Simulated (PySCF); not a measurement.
# ZrHOH: triplet, from a bent start

Aim: relax ZrHOH as a triplet from a bent start, check by its vibrations whether the end is a minimum, and collect its spectrum and constants.

Method: PBE0, basis Zr def2-TZVP with ECP28, H def2-TZVP, O def2-TZVP, scalar-relativistic core potentials, no spin–orbit coupling, density fitting; program: PySCF 2.14.0.

**1. The starting structure**

4 atoms, charge 0, spin multiplicity 3.

Bond lengths: Zr1–H2 1.860 Å, Zr1–O3 2.170 Å, O3–H4 0.960 Å. Angles: H2–Zr1–O3 110.0°, Zr1–O3–H4 130.0°.

Z-matrix (Å, degrees; charge 0 multiplicity 3):
```
Zr
H  1 1.8600
O  1 2.1701 2 110.00
H  3 0.9599 1 130.00 2 90.00
```

**2. First SCF at the start**

The steps below are one call of a driver around PySCF. For each, scf.py gives the equivalent set-up of the SCF; relaxations use the driver's own optimiser. After this first run the driver tries any further starts and a stability analysis.

scf.py

```python
from pyscf import gto, scf, dft
mol = gto.M(atom='''
Zr     0.000000     0.000000     0.000000
H      1.523600     0.000000     1.066900
O     -1.777600     0.000000     1.244700
H     -2.283000     0.735400     1.598600''',
    basis={'Zr': 'def2-TZVP', 'H': 'def2-TZVP', 'O': 'def2-TZVP'},
    ecp={'Zr': 'def2-TZVP'},
    charge=0, spin=2)
mf = dft.UKS(mol, xc='PBE0')
mf.grids.atom_grid = (50, 194)
aux = {'Zr': 'def2-universal-JKFIT', 'H': 'def2-universal-JKFIT', 'O': 'def2-universal-JKFIT'}
mf = mf.density_fit(auxbasis=aux)
mf.conv_tol = 1e-08
mf.diis_space = 10
mf.max_cycle = 60
mf.init_guess = 'minao'
mf.verbose = 4
mf.kernel()
```

The run is started by

```
> OMP_NUM_THREADS=2 python axn.py task.json out
```

The log of the run:

```text
init E= -117.745746738138
[... the frontier-level lines of each cycle are left out ...]
cycle= 1 E= -122.964088315302  delta_E= -5.22  |g|= 0.803  |ddm|= 3.03
cycle= 2 E= -122.512846148247  delta_E= 0.451  |g|= 1.12  |ddm|= 2.41
cycle= 3 E= -123.313225099744  delta_E= -0.8  |g|= 0.161  |ddm|= 2.04
cycle= 4 E= -123.322871488328  delta_E= -0.00965  |g|= 0.135  |ddm|= 0.254
cycle= 5 E= -123.333211557556  delta_E= -0.0103  |g|= 0.0389  |ddm|= 0.154
cycle= 6 E= -123.336878683234  delta_E= -0.00367  |g|= 0.0231  |ddm|= 0.139
cycle= 7 E= -123.339726894635  delta_E= -0.00285  |g|= 0.0202  |ddm|= 0.119
cycle= 8 E= -123.343124746177  delta_E= -0.0034  |g|= 0.0178  |ddm|= 0.144
cycle= 9 E= -123.346356650713  delta_E= -0.00323  |g|= 0.0177  |ddm|= 0.142
cycle= 10 E= -123.350041290764  delta_E= -0.00368  |g|= 0.0119  |ddm|= 0.191
cycle= 11 E= -123.351899035545  delta_E= -0.00186  |g|= 0.00909  |ddm|= 0.133
cycle= 12 E= -123.352799714511  delta_E= -0.000901  |g|= 0.00691  |ddm|= 0.11
cycle= 13 E= -123.352994205759  delta_E= -0.000194  |g|= 0.00263  |ddm|= 0.0521
cycle= 14 E= -123.353040655864  delta_E= -4.65e-05  |g|= 0.00249  |ddm|= 0.0255
cycle= 15 E= -123.353050486557  delta_E= -9.83e-06  |g|= 0.00319  |ddm|= 0.0111
cycle= 16 E= -123.353070143174  delta_E= -1.97e-05  |g|= 0.0018  |ddm|= 0.014
cycle= 17 E= -123.353075829529  delta_E= -5.69e-06  |g|= 0.000581  |ddm|= 0.0093
cycle= 18 E= -123.353076303338  delta_E= -4.74e-07  |g|= 0.000168  |ddm|= 0.00268
cycle= 19 E= -123.353076373982  delta_E= -7.06e-08  |g|= 7.57e-05  |ddm|= 0.000531
cycle= 20 E= -123.353076425944  delta_E= -5.2e-08  |g|= 6.23e-05  |ddm|= 0.000491
cycle= 21 E= -123.353076483093  delta_E= -5.71e-08  |g|= 5.16e-05  |ddm|= 0.000541
cycle= 22 E= -123.353076563977  delta_E= -8.09e-08  |g|= 4.2e-05  |ddm|= 0.000877
cycle= 23 E= -123.35307667884  delta_E= -1.15e-07  |g|= 2.86e-05  |ddm|= 0.00173
cycle= 24 E= -123.35307674165  delta_E= -6.28e-08  |g|= 1.54e-05  |ddm|= 0.00174
cycle= 25 E= -123.353076750686  delta_E= -9.04e-09  |g|= 1.03e-05  |ddm|= 0.000516
Extra cycle  E= -123.353076751705  delta_E= -1.02e-09  |g|= 9.14e-06  |ddm|= 6.59e-05
converged SCF energy = -123.353076751705  <S^2> = 2.0057895  2S+1 = 3.0038572
```

This step, with its further starts and checks, needed 12 s of wall time on 2 threads of Arm Neoverse V2, shared host.

Energies from each starting density:

| start | energy (Eh) |
| --- | --- |
| the minimal-basis guess | -123.353077 |
| a thermally smeared density | -123.353077 |
| a smeared PBE density | -123.353077 |

The test of internal stability and the other starts found no lower solution of this spin.

**3. Relaxing the triplet from the bent start**

The program finds C1 symmetry in the start. Threshold on the gradient: 0.0003 Eh/bohr, with a further test on the energy change.

scf.py, as its differences from that of step 2:

```diff
@@ -3,4 +3,4 @@
-Zr     0.000000     0.000000     0.000000
-H      1.523600     0.000000     1.066900
-O     -1.777600     0.000000     1.244700
-H     -2.283000     0.735400     1.598600''',
+Zr     0.270563    -0.006868    -0.209379
+H      1.794163    -0.006868     0.857521
+O     -1.507037    -0.006868     1.035321
+H     -2.012437     0.728532     1.389221''',
@@ -17 +16,0 @@
-mf.init_guess = 'minao'
```

Energy and gradient, step by step:

| step | energy (Eh) | change (kJ/mol) | largest gradient (Eh/bohr) |
| --- | --- | --- | --- |
| 0 | -123.353077 | 0.00 | 0.05362 |
| 1 | -123.367869 | -38.84 | 0.03499 |
| 2 | -123.368623 | -40.82 | 0.04738 |
| 3 | -123.373321 | -53.15 | 0.00835 |
| 4 | -123.373778 | -54.35 | 0.01249 |
| 5 | -123.374304 | -55.73 | 0.01002 |
| 6 | -123.374820 | -57.09 | 0.01857 |
| 7 | -123.375963 | -60.09 | 0.00995 |
| 8 | -123.376307 | -60.99 | 0.00474 |
| 9 | -123.376411 | -61.26 | 0.00877 |
| 10 | -123.376562 | -61.66 | 0.00171 |
| 11 | -123.376597 | -61.75 | 0.00096 |
| 12 | -123.376621 | -61.82 | 0.00087 |
| 13 | -123.376624 | -61.82 | 0.00046 |
| 14 | -123.376628 | -61.83 | 0.00021 |
| 15 | -123.376629 | -61.84 | 0.00010 |

The walk took 30 s.

End point (Cs, 15 steps, 61.8 kJ/mol gained): O–H 0.956 Å, Zr–H 1.882 Å, Zr–O 1.910 Å; H–O–Zr 149.1°, H–Zr–O 123.9°.

**4. Hessian and properties**

On the finer grid the gradient is checked again; gradients at displacements of ±0.02 bohr then give force constants and infrared intensities.

scf.py, as its differences from that of step 3:

```diff
@@ -3,4 +3,4 @@
-Zr     0.270563    -0.006868    -0.209379
-H      1.794163    -0.006868     0.857521
-O     -1.507037    -0.006868     1.035321
-H     -2.012437     0.728532     1.389221''',
+Zr     0.253919    -0.071605    -0.141744
+H      1.914180     0.163517     0.712222
+O     -1.427163     0.349164     0.661742
+H     -1.918121     0.676344     1.413668''',
@@ -11 +11 @@
-mf.grids.atom_grid = (50, 194)
+mf.grids.atom_grid = (75, 302)
@@ -14 +14 @@
-mf.conv_tol = 1e-08
+mf.conv_tol = 1e-10
```

This SCF starts from the last density.

Log of the central SCF (cycles and frontier levels):

```text
init E= -123.376664449038
[... the frontier-level lines of each cycle are left out ...]
cycle= 1 E= -123.376664449049  delta_E= -1.11e-11  |g|= 2.41e-06  |ddm|= 8.02e-06
Extra cycle  E= -123.376664449054  delta_E= -4.52e-12  |g|= 3e-06  |ddm|= 6.74e-06
converged SCF energy = -123.376664449054  <S^2> = 2.0046657  2S+1 = 3.0031089
```

The whole step took 56 s.

Geometry: Cs; O–H 0.956 Å, Zr–H 1.882 Å, Zr–O 1.910 Å; H–O–Zr 149.1°, H–Zr–O 123.9°.

Harmonic modes (main isotopes):

| symmetry | ω (cm⁻¹) | IR (km/mol) | μ (u) |
| --- | --- | --- | --- |
| a' | 334 | 92.6 | 1.05 |
| a' | 369 | 130 | 1.22 |
| a'' | 373 | 132 | 1.15 |
| a' | 707 | 141 | 7.58 |
| a' | 1595 | 375 | 1.02 |
| a' | 3955 | 216 | 1.07 |

Every mode is real; the point is a minimum.

Properties at this point:

```yaml
Dipole_moment: 1.24 D
Highest_occupied_level: -4.79 eV
Lowest_empty_level: -1.77 eV
Rotational_constants: 6.375, 0.2939, 0.2809 cm⁻¹
Zero-point_energy: 43.9 kJ/mol
Principal_polarisabilities: 62.3, 92.5, 100.0 bohr³
Atomisation_energy_without_zero-point_energy: 1244 kJ/mol
Principal_traceless_quadrupole_moments_about_the_centre_of_mass: -9.52, -0.62, 10.14 D Å
Entropy_at_298.15_K_and_1_bar_electronic_part_spin_only: 278.3 J/(mol K)
Heat_capacity_Cp_at_298.15_K: 56.4 J/(mol K)
Enthalpy_at_298.15_K_above_0_K: 12.99 kJ/mol
Rotational_symmetry_number: 1
Spin_squared_⟨S²⟩: 2.005
```

Populations by atom (charges in e):

```csv
atom,Mulliken,Löwdin,polar tensor,spin (Mulliken),Mayer order to Zr1
Zr1,0.60,0.32,0.92,2.08,–
H2,-0.21,-0.17,-0.38,-0.04,0.95
O3,-0.72,-0.31,-0.88,-0.04,1.05
H4,0.33,0.16,0.34,0.00,0.03
```

Outer orbital energies (eV). α occupied: -34.72, -26.86, -13.92, -9.78, -9.67, -7.56, -4.80, -4.79; empty: -1.77, -1.32, -1.06, -0.26. β occupied: -34.65, -33.55, -33.48, -26.89, -13.89, -9.78, -9.69, -7.42; empty: -1.57, -0.90, -0.61, -0.46.

Mulliken populations on Zr1 (outside its core potential): s 2.82, p 6.27, d 2.27, f 0.04.

**5. Results**

| quantity | value |
| --- | --- |
| minimum | triplet, Cs |
| geometry | O–H 0.956 Å, Zr–H 1.882 Å, Zr–O 1.910 Å; H–O–Zr 149.1°, H–Zr–O 123.9° |
| wavenumbers (cm⁻¹) | 334 (a'), 369 (a'), 373 (a''), 707 (a'), 1595 (a'), 3955 (a') |
| dipole moment | 1.24 D |
| highest occupied, lowest empty level (either spin) | -4.79, -1.77 eV |
| polar-tensor charge of Zr1 | +0.92 e |
| zero-point energy | 43.9 kJ/mol |
| entropy at 298.15 K | 278.3 J/(mol K) |
| atomisation energy (no zero-point energy) | 1244 kJ/mol |
| ⟨S²⟩ | 2.005 |

In words: The bent start (C1) ends in a minimum of Cs symmetry. In the infrared the band at 1595 cm⁻¹ (a') leads. Most of the spin sits on Zr1 (Mulliken spin 2.08, against 2 for the whole molecule). Other starts or spin states, not run here, may lie lower. One determinant may miss the lowest occupation of an open d or f shell.

The search up to here took 99 s.
